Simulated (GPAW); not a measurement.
Crystal: MgB.

```
Mg B
1.0
     2.89515    0.00000    0.00000
     0.00000    2.89515    0.00000
     0.00000    0.00000    2.89515
Mg B
1 1
Direct
  0.00000 0.00000 0.00000
  0.50000 0.50000 0.50000
```

The cell was built by a generator and needn't be a form met in nature.

* Program: GPAW 26.7.0
* Task: relaxation of cell and atoms
* Functional: RPBE
* Potentials or basis: the program's PAW data sets (release 1.2.1) made for this functional
* Cutoff: 800 eV
* Basis: pw
* k mesh: 9 × 9 × 9
* Occupations: fermi-dirac, width 0.05 eV
* Spin: no spin polarisation

At the start: pressure 2.5 GPa; volume 12.13 Å³/atom.

Q: How do energy, volume and symmetry change on relaxing?

A: Over 3 steps the energy falls by 3.3 meV/atom and the volume is 12.50 Å³/atom (+3.0 %); space group Pm-3m (No. 221, to 0.05 Å).

The path:
```
step  energy change (eV)  largest force (eV/Å)  pressure (GPa)  volume (Å³)
   1              0.0000                0.0000            2.51        24.27
   2             -0.0016                0.0000            2.16        24.37
   3             -0.0067                0.0000            0.03        25.00
```

Final structure:
```yaml
crystal:
  lattice:
    - [2.92384, 0.00000, 0.00000]
    - [0.00000, 2.92384, 0.00000]
    - [0.00000, 0.00000, 2.92384]
  atoms:
    - { symbol: Mg, position: [0.00000, 0.00000, 0.00000] }
    - { symbol: B, position: [0.50000, 0.50000, 0.50000] }
```

Caveat: later steps reuse the first step's grids.
